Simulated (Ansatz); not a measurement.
# K3Rb: the cost of one run

Program: Ansatz 0.2.0 through its Python package. Level of theory: DFT PBEsol, plane waves, PAW. These are calculated values, not measurements.

## 1. The structure

Symmetry: I4/mmm, No. 139, tetragonal system. Conventional cell: a = 6.909 Å, b = 6.909 Å, c = 13.710 Å, α = 90.00°, β = 90.00°, γ = 90.00°.

The script holds or builds the structure itself.

## 2. The script

drho_k3rb.py reads:

```python
import warnings

import ansatz as az
import numpy as np

VECTORS = np.array([
    [-3.45450577, 3.45450577, 6.85514333],
    [3.45450577, -3.45450577, 6.85514333],
    [3.45450577, 3.45450577, -6.85514333],
])
SITES = [
    ("K", (0.75, 0.25, 0.5)),
    ("K", (0.25, 0.75, 0.5)),
    ("K", (0.5, 0.5, 0.0)),
    ("Rb", (0.0, 0.0, 0.0)),
]


def crystal_on(cell):
    crystal = az.Crystal(lattice=az.Lattice.of(cell))
    for symbol, position in SITES:
        crystal = crystal.atom(symbol, position)
    return crystal


def main() -> None:
    warnings.simplefilter("ignore", az.DeckWarning)

    def solve(crystal):
        return (
            crystal.calculation()
            .occupations("gaussian")
            .functional("PBEsol")
            .basis(460, grid_basis="typed")
            .kpoints(5, 5, 5)
            .density()
            .run(threads=1)
        )


    whole = solve(crystal_on(VECTORS))
    difference = whole.density().channels[0].density_e_per_ang3.copy()
    binding = whole.report["free_energy_ev"]
    for element in ["K", "Rb"]:
        part = az.Crystal(lattice=az.Lattice.of(VECTORS))
        for symbol, position in SITES:
            if symbol == element:
                part = part.atom(symbol, position)
        alone = solve(part)
        difference -= alone.density().channels[0].density_e_per_ang3
        binding -= alone.report["free_energy_ev"]
        print(f"{element} sublattice: {alone.report['n_electrons']:g} electrons, {alone.report['n_iterations']} iterations")

    voxel = abs(np.linalg.det(VECTORS)) / difference.size
    print(f"energy of the crystal less its unpolarised sublattices: {binding / len(SITES):.4f} eV/atom")
    print(f"net charge of the difference {difference.sum() * voxel:.5f} e, charge rearranged {0.5 * np.abs(difference).sum() * voxel:.3f} e")
    print(f"extremes {difference.min():.4f} and {difference.max():.4f} e/A^3")
    for (symbol, position) in SITES:
        index = tuple(int(round(p * n)) % n for p, n in zip(position, difference.shape))
        print(f"  change of the pseudo-density at the grid point nearest {symbol}: {difference[index]:+.4f} e/A^3")
    profile = difference.mean(axis=(0, 1))
    print("planar mean along the third vector:", np.round(profile[:: max(len(profile) // 12, 1)], 4))


if __name__ == "__main__":
    main()
```

## 3. The input behind the calls

The package turns the script's settings into the engine's input (first run):

```yaml
crystal:
  lattice:
    - [-3.45450577, 3.45450577, 6.85514333]
    - [3.45450577, -3.45450577, 6.85514333]
    - [3.45450577, 3.45450577, -6.85514333]
  atoms:
    - { symbol: K, position: [0.75, 0.25, 0.5] }
    - { symbol: K, position: [0.25, 0.75, 0.5] }
    - { symbol: K, position: [0.5, 0.5, 0.0] }
    - { symbol: Rb, position: [0.0, 0.0, 0.0] }
basis:
  ecutwfc: 460.0
  fft_grid_basis: typed
kpoints:
  mp_grid:
    grid: [5, 5, 5]
hamiltonian:
  xc: pbesol
scf:
  occupations:
    method: gaussian
output:
  write_density: true
```

## 4. Launch

The run is started by

```
$ python drho_k3rb.py
```

**Question.** How long does this script take on 1 thread of Arm Neoverse N1, shared host, and how much memory does it need?

About 21 s, with a peak of 0.57 GiB.
